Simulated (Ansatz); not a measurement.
# AlGaHF+ (doublet): the correlation ladder, cc-pVDZ

An exercise on one series of results from a longer session: the logs are not shown, and one member is left open.

Computed with Ansatz 0.2.0, Gaussian basis. Level: cc-pVDZ, core rule «outside noble gas», up to 20 orbitals frozen.

Plan: UHF; CCSD(T) on ROHF; CCSD(T) on UHF; BCCD(T) on ROHF; CISD as a restricted active space (open shells left free, so some higher excitations enter); CCSDT(Q) on ROHF; CCSDT(Q) on UHF; CASSCF and MRCISD+Q, 9 electrons in 9 orbitals; CASSCF and NEVPT2, 9 electrons in 9 orbitals.

18 further runs of the same task are left out: 7 that didn't finish, 11 set aside as unsound or not needed. Runs told in other sessions of the task aren't counted.

### The geometry

The geometry is a PBE0/def2-TZVP stationary point (not a proven minimum) of the parent state, kept for this charge and spin. No spin-orbit coupling is included. The filled d shell of Ga may be among the frozen orbitals whatever the setting's name suggests.

4 atoms, charge 1, spin multiplicity 2.

Atoms are counted from 1 here; the program's logs count them from 0.

Bond lengths: Al1–Ga2 2.702 Å, Al1–H4 1.753 Å, Ga2–F3 1.772 Å. Angles: Ga2–Al1–H4 52.2°, Al1–Ga2–F3 147.8°.

Set-up of the first run:

in.yaml

```yaml
crystal:
  periodic: [false, false, false]
  atoms:
    - {symbol: Al, position_ang: [0.001288, 0.166682, 2.307639]}
    - {symbol: Ga, position_ang: [-0.000852, -0.220304, -0.366828]}
    - {symbol: F, position_ang: [0.001970, 0.498406, -1.986515]}
    - {symbol: H, position_ang: [-0.012687, 1.383044, 1.045013]}
basis:
  gaussian: {orbitals: cc-pVDZ}
total_charge: 1
magnetization: {spin_polarized: true, initial_magnetization: 1}
hamiltonian: {xc: hf}
output: {orbitals: {seedname: orbitals}}
```

Run with:

```sh
$ ansatz run in.yaml --threads 1 --pin off --events-out ev --progress --plain --max-ram 2393MiB
```

Steps of the session up to this table: UHF; CCSD(T) on ROHF; CCSD(T) on UHF; BCCD(T) on ROHF; CISD as a restricted active space (open shells left free, so some higher excitations enter); CCSDT(Q) on ROHF; CCSDT(Q) on UHF; CASSCF and MRCISD+Q, 9 electrons in 9 orbitals; CASSCF and NEVPT2, 9 electrons in 9 orbitals.

One of the session's tables, all rows but one given; the rest of the session is left out.

```
           method  from UCCSDT(Q) (kcal/mol)
             ROHF                    +194.72
              UHF                    +193.18
             RMP2                     +20.05
             UMP2                     +19.62
            RCCSD                      +6.38
            UCCSD                          ?
         RCCSD(T)                      +1.42
         UCCSD(T)                      +1.40
          BCCD(T)                      +1.24
           RCCSDT                      +0.61
           UCCSDT                      +0.58
        RCCSDT(Q)                      +0.17
        UCCSDT(Q)                          0
  CASSCF frontier                    +107.12
  MRCISD frontier                     +10.46
MRCISD+Q frontier                      +2.22
```

**Question.** Estimate the row for UCCSD.

**Answer.** from UCCSDT(Q) (kcal/mol): +6.23. In the column «from UCCSDT(Q) (kcal/mol)» it lies between MRCISD+Q frontier (+2.22) and RCCSD (+6.38).

Not comparable, so not listed: CISD as a restricted active space (open shells left free, so some higher excitations enter); CASSCF and NEVPT2, 9 electrons in 9 orbitals (they don't share determinant, frozen orbitals or solution with the rows shown, or repeat one).

Caveats from the session: Restricted and unrestricted rows rest on different reference determinants; a gap between their highest levels can come from leftover correlation error, from unlike frozen cores or from another state. Warnings in the runs' records: passed over end.
